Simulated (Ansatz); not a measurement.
# Al2Pt: the cost of one run

Program: Ansatz 0.2.0. Level of theory: DFT PBE, scalar-relativistic, plane waves, PAW. These are calculated values, not measurements.

2 further runs of the same task are left out: 2 set aside as unsound or not needed. Runs told in other sessions of the task aren't counted.

### Step 1. The starting structure

The structure is cubic, space group Fm-3m (No. 225). The conventional cell has a = 5.946 Å, b = 5.946 Å, c = 5.946 Å, α = 90.00°, β = 90.00°, γ = 90.00°. Al (site symmetry -43m) has 4 Pt at 2.57 Å in its first shell of neighbours. Pt (site symmetry m-3m) is surrounded by 8 Al at 2.57 Å.

As a file:

```
Al Pt
1.0
     0.00000    2.97320    2.97320
     2.97320    0.00000    2.97320
     2.97320    2.97320    0.00000
Al Pt
2 1
Direct
  0.25000 0.25000 0.25000
  0.75000 0.75000 0.75000
  0.00000 0.00000 0.00000
```

This cell was relaxed beforehand with the same method: volume 17.52 Å³/atom, gap on the mesh none (metal).

### Step 2. The bulk in the cell of the plane

Contents of input.yaml:

```yaml
crystal:
  lattice:
    - [4.2047455733, 0.0, 0.0]
    - [0.0, 5.946408216, 0.0]
    - [2.1023727866, 2.973204108, 2.1023727866]
  atoms:
    - { symbol: Al, position: [0.5, 0.25, 0.0] }
    - { symbol: Al, position: [0.5, 0.75, 0.0] }
    - { symbol: Pt, position: [0.0, 0.0, 0.0] }
basis:
  ecutwfc: 420
kpoints:
  mp_grid: { grid: [8, 6, 16] }
hamiltonian:
  xc: pbe
scf:
  occupations: { method: gaussian, width: 0.1 }
output:
  forces: true
  stress: true
  eigenvalues: true
```

On the command line:

```bash
$ ansatz run input.yaml --threads 4 --pin off --max-ram 10240MiB --backend cpu --events-out ev --progress --plain --runs-dir out
```

What time and memory should one allow on 4 threads of Arm Neoverse V2, shared host?

About 2.4 s, with a peak of 0.45 GiB.
